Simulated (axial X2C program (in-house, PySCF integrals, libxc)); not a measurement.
# MoNa: properties at the nuclei

Aim: properties at the nuclei of MoNa, with spin–orbit coupling in the Hamiltonian from the start.

Program: an in-house X2C program for linear molecules on PySCF integrals. Level of theory: two-component X2C with atomic mean-field terms, Mo dyall-cv3z, Na dyall-cv3z. These are calculated values, not measurements.

## 1. Input

The input, task.json:

```json
{"zs": [42, 11], "q": 0, "bas": ["dyall-cv3z", "dyall-cv3z"], "r0": 2.93, "levels": ["PBE0", "HF", "PBE", "TPSSh", "BP86"], "nst": 3}
```

Keys: zs atomic numbers; q charge; bas basis sets; r0 starting distance in Å; levels methods (HF also brings MP2); nst determinants followed.

Launch:

```console
> python soeom.py task.json out
```

After this run come: Expectation values, lowest determinant; Expectation values, a higher determinant; Expectation values, a higher determinant.

Before running it: what results should come out? Wanted: lowest determinant; Eeff magnitude; Ws magnitude Mo; A∥/gI Mo; qzz Mo; higher determinant (for each run or level that gives them).

**Answer**, as computed:

| quantity | value |
| --- | --- |
| lowest determinant | Ω = 5/2 (excess of +ω over −ω: ω = 5/2) |
| Eeff magnitude (GV/cm), PBE0 | 0.388 |
| Ws magnitude Mo (kHz), PBE0 | 0.0789 |
| A∥/gI Mo (MHz), PBE0 | 383 |
| qzz Mo (a.u.), PBE0 | -0.04 |
| higher determinant | Ω = 7/2 (excess of +ω over −ω: 2 × ω = 1/2, ω = 5/2) |
| Eeff magnitude (GV/cm), PBE0, higher determinant | 0.373 |
| Ws magnitude Mo (kHz), PBE0, higher determinant | 0.0364 |
| A∥/gI Mo (MHz), PBE0, higher determinant | 589 |
| qzz Mo (a.u.), PBE0, higher determinant | -0.57 |
| higher determinant | Ω = 3/2 (excess of +ω over −ω: 2 × ω = -1/2, ω = 5/2) |
| Eeff magnitude (GV/cm), PBE0, higher determinant | 0.437 |
| Ws magnitude Mo (kHz), PBE0, higher determinant | 0.153 |
| A∥/gI Mo (MHz), PBE0, higher determinant | 309 |
| qzz Mo (a.u.), PBE0, higher determinant | 0.15 |

In words: In the first state, the effective field runs from 0.317 to 0.56 GV/cm over the mean-field levels. The expectation values come from single determinants, which for open shells can mix terms of unlike spin or miss the lowest Ω, so a determinant need not be a state. Eeff is the effective electric field on the electron dipole moment in this Ω state and Ws the scalar–pseudoscalar constant (defined with the proton number Z and per Ω); A∥ is the parallel hyperfine constant, which follows by multiplying with the nuclear g factor gI = μI/(I μN); qzz is the electric field gradient, eQq0 = 234.96 MHz × Q/barn × qzz; μ is positive if Na is the positive end. The operators were transformed with the bare-nucleus X2C matrices.
